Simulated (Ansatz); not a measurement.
Born–Oppenheimer molecular dynamics of a periodic cell of 16 atoms, Si (start crystal Si, start structure diamond, volume 1.1 times the crystal's). It starts from a structure without forces on its atoms.

Computed with Ansatz, DFT PBE, scalar-relativistic, plane waves, PAW. Settings: accuracy low, cutoff 420 eV, k mesh 2x2x2, fermi-dirac smearing 0.3 eV, no spin polarisation.

* ensemble: NVT, Langevin thermostat
* time step: 2.25 fs
* steps asked: 80
* set temperature: 3500 K
* friction: 0.02 /fs
* seed: 976446

Frames 2.25 fs apart, positions in Å, forces in eV/Å.

Velocities at 112.5 fs (Å/ps):

```
Si 7.40 -7.07 -3.91
Si 5.68 1.11 -8.51
Si 10.39 -3.10 -1.73
Si -6.07 3.06 -0.11
Si 3.37 6.88 5.00
Si -9.12 -23.34 -3.14
Si 9.25 -12.49 0.58
Si -8.57 23.36 -10.11
Si 8.57 -0.81 -14.14
Si -12.22 2.47 5.78
Si -2.74 -1.44 3.66
Si 11.62 2.00 -8.92
Si -4.75 -15.08 8.48
Si 10.35 2.65 -14.76
Si 3.33 3.95 0.85
Si -4.75 5.72 6.53
```

```xyz
16
Lattice="0.0000 5.6053 5.6053 5.6053 0.0000 5.6053 5.6053 5.6053 0.0000" Properties=species:S:1:pos:R:3:forces:R:3 time_fs=112.5 energy_less_start_eV=10.175 T=2506
Si -0.409 0.974 0.734 0.00 -1.88 -0.54
Si 2.083 1.254 1.738 -1.94 1.37 0.01
Si 2.820 2.017 -0.239 -1.30 0.87 1.23
Si 3.975 3.935 1.941 0.64 -1.84 -1.42
Si 3.101 -0.485 2.572 0.47 -1.44 2.56
Si 4.437 1.157 4.125 -1.01 0.01 -0.89
Si 5.840 2.372 2.359 -0.97 1.08 1.53
Si 7.182 3.402 4.093 -0.99 2.21 -1.14
Si -0.031 2.464 2.365 0.77 1.53 -0.08
Si 1.688 4.422 4.877 0.70 0.13 0.27
Si 3.555 5.791 3.047 -2.72 -1.52 -1.28
Si 4.567 7.176 4.236 3.84 1.45 1.46
Si 1.797 1.913 4.987 0.55 -0.13 0.39
Si 3.786 3.856 6.400 0.23 -0.16 -0.74
Si 5.360 5.161 5.141 1.48 -1.01 0.45
Si 7.147 6.267 7.373 0.24 -0.66 -1.82
16
Lattice="0.0000 5.6053 5.6053 5.6053 0.0000 5.6053 5.6053 5.6053 0.0000" Properties=species:S:1:pos:R:3:forces:R:3 time_fs=114.8 energy_less_start_eV=9.979 T=2322
Si -0.394 0.958 0.721 -0.04 -1.95 -0.59
Si 2.086 1.261 1.719 -1.89 1.21 0.11
Si 2.845 2.013 -0.239 -1.45 1.26 0.64
Si 3.968 3.943 1.943 0.79 -2.04 -1.52
Si 3.103 -0.471 2.586 0.47 -1.65 2.18
Si 4.415 1.106 4.115 -0.85 0.17 -0.80
Si 5.853 2.347 2.360 -1.47 1.60 1.66
Si 7.168 3.450 4.067 -0.60 1.75 -0.72
Si -0.013 2.462 2.339 0.73 1.57 -0.16
Si 1.659 4.433 4.894 0.73 0.06 0.28
Si 3.555 5.787 3.050 -2.70 -1.25 -1.00
Si 4.598 7.187 4.216 3.60 1.29 1.45
Si 1.788 1.883 5.006 0.51 -0.01 0.40
Si 3.811 3.862 6.369 -0.03 -0.03 -0.30
Si 5.370 5.167 5.146 1.58 -0.86 0.30
Si 7.139 6.282 7.382 0.61 -1.11 -1.94
16
Lattice="0.0000 5.6053 5.6053 5.6053 0.0000 5.6053 5.6053 5.6053 0.0000" Properties=species:S:1:pos:R:3:forces:R:3 time_fs=117.0 energy_less_start_eV=9.783 T=2433
Si -0.378 0.942 0.701 -0.06 -1.97 -0.57
Si 2.073 1.273 1.701 -1.67 0.93 0.18
Si 2.875 2.017 -0.239 -1.50 1.50 0.27
Si 3.971 3.950 1.947 0.89 -2.24 -1.64
Si 3.098 -0.463 2.600 0.36 -1.70 1.74
Si 4.388 1.056 4.105 -0.68 0.37 -0.69
Si 5.865 2.328 2.366 -1.91 2.02 1.78
Si 7.160 3.492 4.039 -0.32 1.41 -0.38
Si 0.006 2.458 2.319 0.66 1.61 -0.34
Si 1.627 4.447 4.917 0.77 0.01 0.29
Si 3.562 5.781 3.047 -2.55 -0.76 -0.61
Si 4.636 7.209 4.198 3.22 0.87 1.44
Si 1.781 1.863 5.025 0.47 0.07 0.40
Si 3.838 3.867 6.344 -0.30 0.00 0.08
Si 5.382 5.168 5.159 1.68 -0.62 0.10
Si 7.134 6.297 7.384 0.97 -1.52 -2.06
16
Lattice="0.0000 5.6053 5.6053 5.6053 0.0000 5.6053 5.6053 5.6053 0.0000" Properties=species:S:1:pos:R:3:forces:R:3 time_fs=119.2 energy_less_start_eV=9.608 T=2481
Si -0.360 0.924 0.676 -0.08 -1.97 -0.51
Si 2.056 1.287 1.689 -1.28 0.65 0.08
Si 2.909 2.033 -0.246 -1.65 1.58 0.27
Si 3.979 3.953 1.952 0.98 -2.40 -1.74
Si 3.091 -0.463 2.612 0.20 -1.67 1.27
Si 4.353 1.011 4.096 -0.49 0.61 -0.53
Si 5.882 2.312 2.381 -2.36 2.43 1.91
Si 7.157 3.531 4.015 -0.16 1.18 -0.12
Si 0.029 2.453 2.296 0.49 1.63 -0.48
Si 1.601 4.455 4.945 0.80 0.00 0.29
Si 3.567 5.775 3.045 -2.36 -0.24 -0.22
Si 4.675 7.236 4.186 2.92 0.37 1.29
Si 1.780 1.852 5.040 0.46 0.13 0.39
Si 3.864 3.867 6.322 -0.59 -0.03 0.41
Si 5.390 5.168 5.178 1.80 -0.34 -0.12
Si 7.128 6.313 7.377 1.33 -1.94 -2.18
16
Lattice="0.0000 5.6053 5.6053 5.6053 0.0000 5.6053 5.6053 5.6053 0.0000" Properties=species:S:1:pos:R:3:forces:R:3 time_fs=121.5 energy_less_start_eV=9.421 T=2648
Si -0.340 0.903 0.646 -0.09 -1.92 -0.40
Si 2.041 1.306 1.683 -0.78 0.30 0.00
Si 2.944 2.057 -0.252 -1.77 1.62 0.35
Si 3.982 3.954 1.952 1.06 -2.53 -1.82
Si 3.087 -0.474 2.627 -0.01 -1.53 0.72
Si 4.313 0.972 4.087 -0.30 0.87 -0.34
Si 5.896 2.303 2.399 -2.70 2.70 2.01
Si 7.157 3.570 3.998 -0.06 0.95 0.10
Si 0.052 2.451 2.272 0.24 1.60 -0.59
Si 1.579 4.451 4.972 0.83 0.00 0.27
Si 3.568 5.766 3.046 -2.15 0.28 0.15
Si 4.718 7.264 4.182 2.61 -0.12 1.07
Si 1.785 1.843 5.055 0.46 0.19 0.35
Si 3.889 3.857 6.294 -0.89 -0.11 0.74
Si 5.394 5.168 5.198 1.96 -0.05 -0.32
Si 7.119 6.325 7.361 1.59 -2.25 -2.27
16
Lattice="0.0000 5.6053 5.6053 5.6053 0.0000 5.6053 5.6053 5.6053 0.0000" Properties=species:S:1:pos:R:3:forces:R:3 time_fs=123.8 energy_less_start_eV=9.205 T=2599
Si -0.309 0.887 0.610 -0.10 -1.83 -0.30
Si 2.025 1.325 1.674 -0.29 -0.09 -0.01
Si 2.974 2.086 -0.251 -1.77 1.68 0.37
Si 3.976 3.950 1.944 1.12 -2.59 -1.87
Si 3.087 -0.487 2.641 -0.25 -1.42 0.13
Si 4.267 0.936 4.078 -0.07 1.19 -0.09
Si 5.900 2.306 2.418 -2.78 2.66 2.00
Si 7.156 3.609 3.985 -0.01 0.72 0.27
Si 0.069 2.454 2.253 -0.05 1.53 -0.68
Si 1.564 4.439 4.993 0.85 0.00 0.24
Si 3.569 5.752 3.052 -1.96 0.69 0.43
Si 4.760 7.292 4.184 2.28 -0.54 0.87
Si 1.793 1.834 5.071 0.47 0.25 0.27
Si 3.912 3.840 6.264 -1.14 -0.18 1.00
Si 5.402 5.169 5.215 2.08 0.19 -0.45
Si 7.108 6.333 7.336 1.62 -2.28 -2.20
16
Lattice="0.0000 5.6053 5.6053 5.6053 0.0000 5.6053 5.6053 5.6053 0.0000" Properties=species:S:1:pos:R:3:forces:R:3 time_fs=126.0 energy_less_start_eV=9.009 T=3119
Si -0.271 0.874 0.571 -0.15 -1.72 -0.23
Si 2.003 1.336 1.661 0.20 -0.39 -0.11
Si 3.009 2.120 -0.250 -1.94 1.76 0.57
Si 3.966 3.939 1.932 1.13 -2.56 -1.87
Si 3.091 -0.501 2.653 -0.49 -1.38 -0.45
Si 4.222 0.903 4.068 0.19 1.54 0.25
Si 5.890 2.317 2.439 -2.66 2.40 1.91
Si 7.156 3.648 3.971 0.01 0.49 0.43
Si 0.079 2.457 2.237 -0.33 1.48 -0.77
Si 1.564 4.423 5.012 0.88 -0.01 0.21
Si 3.573 5.732 3.066 -1.83 0.94 0.60
Si 4.793 7.323 4.187 2.14 -0.90 0.66
Si 1.796 1.825 5.089 0.50 0.33 0.13
Si 3.928 3.824 6.235 -1.29 -0.21 1.16
Si 5.413 5.173 5.233 2.12 0.40 -0.51
Si 7.091 6.343 7.303 1.51 -2.15 -1.98
16
Lattice="0.0000 5.6053 5.6053 5.6053 0.0000 5.6053 5.6053 5.6053 0.0000" Properties=species:S:1:pos:R:3:forces:R:3 time_fs=128.2 energy_less_start_eV=8.860 T=3391
Si -0.234 0.859 0.541 -0.27 -1.67 -0.26
Si 1.975 1.341 1.646 0.70 -0.64 -0.25
Si 3.052 2.161 -0.247 -2.19 1.86 0.88
Si 3.961 3.922 1.911 1.11 -2.35 -1.78
Si 3.095 -0.513 2.665 -0.73 -1.42 -1.09
Si 4.177 0.866 4.060 0.53 1.97 0.72
Si 5.876 2.333 2.468 -2.51 2.04 1.71
Si 7.156 3.688 3.950 0.04 0.27 0.67
Si 0.083 2.464 2.217 -0.59 1.47 -0.78
Si 1.571 4.405 5.030 0.90 -0.01 0.17
Si 3.581 5.712 3.085 -1.75 0.91 0.58
Si 4.821 7.353 4.189 2.14 -1.15 0.40
Si 1.788 1.816 5.106 0.54 0.42 -0.07
Si 3.938 3.812 6.204 -1.36 -0.20 1.25
Si 5.428 5.185 5.245 2.10 0.50 -0.51
Si 7.063 6.351 7.266 1.36 -1.99 -1.66
16
Lattice="0.0000 5.6053 5.6053 5.6053 0.0000 5.6053 5.6053 5.6053 0.0000" Properties=species:S:1:pos:R:3:forces:R:3 time_fs=130.5 energy_less_start_eV=8.753 T=3187
Si -0.199 0.844 0.520 -0.46 -1.64 -0.36
Si 1.941 1.349 1.633 1.20 -0.85 -0.35
Si 3.094 2.204 -0.237 -2.36 1.95 1.15
Si 3.956 3.907 1.879 1.07 -1.99 -1.56
Si 3.096 -0.524 2.677 -0.94 -1.52 -1.80
Si 4.130 0.835 4.050 0.91 2.43 1.27
Si 5.862 2.351 2.496 -2.32 1.60 1.43
Si 7.162 3.720 3.923 -0.01 0.09 0.95
Si 0.080 2.478 2.198 -0.84 1.47 -0.76
Si 1.574 4.386 5.048 0.91 -0.02 0.13
Si 3.583 5.701 3.105 -1.67 0.64 0.41
Si 4.846 7.374 4.188 2.11 -1.24 0.20
Si 1.779 1.803 5.122 0.61 0.56 -0.36
Si 3.940 3.801 6.169 -1.31 -0.10 1.27
Si 5.443 5.204 5.246 1.98 0.43 -0.43
Si 7.028 6.353 7.221 1.13 -1.80 -1.19
16
Lattice="0.0000 5.6053 5.6053 5.6053 0.0000 5.6053 5.6053 5.6053 0.0000" Properties=species:S:1:pos:R:3:forces:R:3 time_fs=132.8 energy_less_start_eV=8.667 T=3513
Si -0.166 0.825 0.507 -0.72 -1.65 -0.51
Si 1.899 1.368 1.623 1.84 -1.09 -0.45
Si 3.135 2.246 -0.231 -2.48 1.97 1.36
Si 3.953 3.895 1.840 1.05 -1.59 -1.32
Si 3.092 -0.541 2.687 -1.00 -1.47 -2.44
Si 4.089 0.814 4.036 1.22 2.80 1.74
Si 5.841 2.372 2.522 -2.01 0.99 1.04
Si 7.174 3.747 3.897 -0.16 -0.12 1.23
Si 0.070 2.491 2.180 -1.15 1.57 -0.74
Si 1.568 4.371 5.063 0.92 -0.03 0.10
Si 3.578 5.693 3.124 -1.60 0.33 0.22
Si 4.875 7.385 4.183 2.00 -1.30 0.10
Si 1.779 1.788 5.146 0.72 0.79 -0.78
Si 3.930 3.793 6.134 -1.16 0.04 1.22
Si 5.464 5.222 5.242 1.78 0.26 -0.32
Si 7.000 6.345 7.171 0.76 -1.50 -0.46
16
Lattice="0.0000 5.6053 5.6053 5.6053 0.0000 5.6053 5.6053 5.6053 0.0000" Properties=species:S:1:pos:R:3:forces:R:3 time_fs=135.0 energy_less_start_eV=8.597 T=3179
Si -0.146 0.800 0.506 -0.97 -1.68 -0.65
Si 1.853 1.392 1.617 2.60 -1.36 -0.57
Si 3.173 2.289 -0.224 -2.42 1.90 1.41
Si 3.955 3.883 1.798 1.03 -1.17 -1.06
Si 3.086 -0.561 2.693 -0.95 -1.34 -2.93
Si 4.053 0.798 4.030 1.42 3.07 2.06
Si 5.812 2.397 2.554 -1.62 0.27 0.60
Si 7.185 3.767 3.881 -0.34 -0.32 1.47
Si 0.061 2.506 2.162 -1.55 1.77 -0.70
Si 1.558 4.359 5.071 0.91 -0.02 0.08
Si 3.569 5.686 3.140 -1.52 0.04 0.01
Si 4.911 7.389 4.172 1.70 -1.31 0.18
Si 1.786 1.786 5.176 0.87 1.06 -1.30
Si 3.915 3.787 6.102 -0.96 0.22 1.14
Si 5.494 5.236 5.237 1.50 0.05 -0.20
Si 6.987 6.330 7.121 0.30 -1.15 0.45
16
Lattice="0.0000 5.6053 5.6053 5.6053 0.0000 5.6053 5.6053 5.6053 0.0000" Properties=species:S:1:pos:R:3:forces:R:3 time_fs=137.2 energy_less_start_eV=8.528 T=3383
Si -0.141 0.773 0.502 -1.11 -1.66 -0.64
Si 1.809 1.412 1.619 3.14 -1.56 -0.69
Si 3.203 2.328 -0.211 -2.19 1.74 1.27
Si 3.962 3.872 1.747 1.01 -0.66 -0.70
Si 3.078 -0.581 2.700 -0.78 -1.13 -3.26
Si 4.023 0.788 4.029 1.50 3.20 2.18
Si 5.779 2.421 2.589 -1.29 -0.32 0.23
Si 7.199 3.781 3.873 -0.57 -0.54 1.69
Si 0.051 2.537 2.150 -1.86 1.89 -0.73
Si 1.547 4.350 5.075 0.89 0.02 0.05
Si 3.553 5.685 3.158 -1.45 -0.30 -0.26
Si 4.952 7.388 4.158 1.27 -1.27 0.39
Si 1.797 1.795 5.205 1.03 1.30 -1.78
Si 3.901 3.787 6.071 -0.80 0.33 1.09
Si 5.527 5.248 5.239 1.27 -0.13 -0.16
Si 6.978 6.312 7.076 -0.06 -0.92 1.32
```

Of the whole run (180 fs, mean temperature of the second half 3043 K): The mean temperature of the second half is 13 % below the set value. A run of 0.18 ps of so small a system gives no equilibrium averages. Limits of this set-up: coarse k mesh, low accuracy level.

Time of the run: 7.9 min on 1 thread of Arm Neoverse V2, on a shared host, peak memory 0.72 GiB.
